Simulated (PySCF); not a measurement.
**Fe: dipole response in aug-cc-pwCVTZ-DK**

Aim: the static polarisability and the C₆ coefficient of Fe, method by method.

The numbers are computed with PySCF 2.14.0 (unrestricted determinants in a Gaussian basis, no spin-orbit coupling in the energies), except any that are marked as measured or tabulated.

## Step 1: Starting point

```
Element     : iron (Z = 26)
Basis       : aug-cc-pwCVTZ-DK
Hamiltonian : scalar relativity by spin-free X2C-1e
State 1     : Fe: [Ar] 3d6 4s1 4p1, one real determinant (an excited configuration)
Methods     : B97-3
```

The outer shells:

Fe [Ar] 3d6 4s1 4p1
```
[Ar] core
3d [↑↓][↑ ][↑ ][↑ ][↑ ]
4s [↑ ]
4p [↑ ][  ][  ]
```

The runs were made by one driver on top of PySCF. The scripts below sum up each run's settings (the driver also hands on starting orbitals that pick excited configurations, and frozen orbitals as a list rather than a count), and the logs come from the driver's own runs. The driver starts from symmetry-adapted Hartree-Fock orbitals, holds the occupation by maximum overlap and uses a logarithmic radial grid for functionals, so a plain start would take other cycles.

The driver's launch:

```bash
$ OMP_NUM_THREADS=1 python atomrun2.py TASK.json OUT
```

The integrals over 127 functions and the set-up took 2.8 s of CPU time.

## Step 2: Fe [Ar] 3d6 4s1 4p1: B97-3

Level: B97-3.

Input file input.py:

```python
from pyscf import gto, scf, dft, mp, cc
import basis_set_exchange as bse
mol = gto.M(atom="Fe 0 0 0", charge=0, spin=6, symmetry="D2h",
            basis=gto.basis.parse(bse.get_basis("aug-cc-pwCVTZ-DK", elements=["Fe"], fmt="nwchem", header=False)),
            nucmod="G")
mf = dft.UKS(mol, xc="HYB_GGA_XC_B97_3").sfx2c1e()
mf.irrep_nelec = {'Ag': (6, 3), 'B1g': (1, 1), 'B2g': (1, 0), 'B3g': (1, 0), 'B1u': (3, 2), 'B2u': (2, 2), 'B3u': (2, 2)}
mf.kernel()
```

Output:

```text
damping factor = 0
level_shift factor = 0
DIIS = <class 'pyscf.scf.diis.CDIIS'>
diis_start_cycle = 1
diis_space = 10
diis_damp = 0
SCF conv_tol = 1e-09
SCF conv_tol_grad = None
number electrons alpha = 16  beta = 10
XC functionals = HYB_GGA_XC_B97_3
    T. W. Keal and D. J. Tozer.,  J. Chem. Phys. 123, 121103 (2005)
cycle= 1 E= -1272.37400865609  delta_E= -0.0136  |g|= 0.0432  |ddm|= 0.868
cycle= 2 E= -1272.37394912119  delta_E= 5.95e-05  |g|= 0.0598  |ddm|= 0.225
cycle= 3 E= -1272.37456709154  delta_E= -0.000618  |g|= 0.00305  |ddm|= 0.0432
cycle= 4 E= -1272.37457183965  delta_E= -4.75e-06  |g|= 0.00181  |ddm|= 0.0239
cycle= 5 E= -1272.37457286882  delta_E= -1.03e-06  |g|= 0.000167  |ddm|= 0.0129
cycle= 6 E= -1272.37457290332  delta_E= -3.45e-08  |g|= 6.6e-05  |ddm|= 0.00173
cycle= 7 E= -1272.37457290697  delta_E= -3.65e-09  |g|= 5.34e-05  |ddm|= 0.000373
cycle= 8 E= -1272.37457290816  delta_E= -1.19e-09  |g|= 5.15e-06  |ddm|= 0.000216
cycle= 9 E= -1272.37457290819  delta_E= -3.18e-11  |g|= 6.74e-07  |ddm|= 5.79e-05
converged SCF energy = -1272.37457290819  <S^2> = 12.001947  2S+1 = 7.0005562
```

CPU time 53 s on a shared host, the integrals not counted.

The occupied shells:

| shell | electrons | mean orbital energy (eV) | spread (eV) | rms radius (bohr) |
| --- | --- | --- | --- | --- |
| 1s α | 1 | -7041.6 | 0 | 0.0675 |
| 1s β | 1 | -7041.5 | 0 | 0.0675 |
| 2s α | 1 | -838.46 | 0 | 0.289 |
| 2s β | 1 | -836.15 | 0 | 0.289 |
| 2p α | 3 | -713.44 | 0.829 | 0.261 |
| 2p β | 3 | -711.50 | 0.273 | 0.261 |
| 3s α | 1 | -103.50 | 0 | 0.872 |
| 3s β | 1 | -97.958 | 0 | 0.872 |
| 3p α | 3 | -67.979 | 1.602 | 0.934 |
| 3p β | 3 | -62.007 | 0.191 | 0.934 |
| 3d α | 5 | -12.670 | 1.681 | 1.27 |
| 3d β | 1 | -8.894 | 0 | 1.27 |
| 4s α | 1 | -7.545 | 0 | 3.11 |
| 4p α | 1 | -3.296 | 0 | 4.20 |

⟨S²⟩ = 12.002, ⟨L²⟩ = 8.03.

The driver then solved the coupled dipole response at imaginary frequencies: mean α = 88.44 bohr³ (xx, yy, zz: 71.01, 71.01, 123.3), C₆ = 847.2 au for a like pair.

⟨L²⟩ = 8.03 against 12 for a pure F term, so this real determinant mixes terms.

Radial density 4πr²ρ of Fe at B97-3:

| r (bohr) | density | spin density |
| --- | --- | --- |
| 0.00104 | 0.228 | 0.000 |
| 0.00175 | 0.576 | 0.000 |
| 0.00294 | 1.42 | 0.001 |
| 0.00494 | 3.39 | 0.001 |
| 0.00830 | 7.59 | 0.003 |
| 0.0140 | 15.3 | 0.006 |
| 0.0235 | 25.5 | 0.008 |
| 0.0395 | 31.4 | 0.007 |
| 0.0665 | 26.6 | 0.003 |
| 0.112 | 26.2 | 0.042 |
| 0.188 | 35.0 | 0.288 |
| 0.316 | 19.9 | 1.293 |
| 0.532 | 14.4 | 3.283 |
| 0.895 | 14.0 | 3.306 |
| 1.51 | 3.72 | 1.570 |
| 2.53 | 1.05 | 0.874 |
| 4.26 | 0.361 | 0.352 |
| 7.16 | 0.0370 | 0.037 |
| 12.0 | 0.000398 | 0.000 |

## Step 3: The response side by side

Fe [Ar] 3d6 4s1 4p1, in atomic units:

| method | mean α | C₆ (like pair) | S(−4) |
| --- | --- | --- | --- |
| B97-3 | 88.44 | 847.2 | 5733 |

α(iu) at B97-3:

| u (hartree) | α(iu) (bohr³) |
| --- | --- |
| 0 | 88.44 |
| 0.0500 | 76.68 |
| 0.100 | 56.88 |
| 0.200 | 30.86 |
| 0.300 | 18.95 |
| 0.500 | 9.595 |
| 0.750 | 5.570 |
| 1.00 | 3.822 |
| 1.50 | 2.260 |
| 2.00 | 1.548 |
| 3.00 | 0.8872 |
| 5.00 | 0.4162 |

## Step 4: Results

| quantity | value |
| --- | --- |
| α of Fe [Ar] 3d6 4s1 4p1 | 88.44 (B97-3) bohr³ |

In words: A single London oscillator with the computed α and C₆ of Fe [Ar] 3d6 4s1 4p1 at B97-3 would have ω = 4 C₆ / (3 α²) = 0.144 hartree. The basis is finite, and no extrapolation was made.
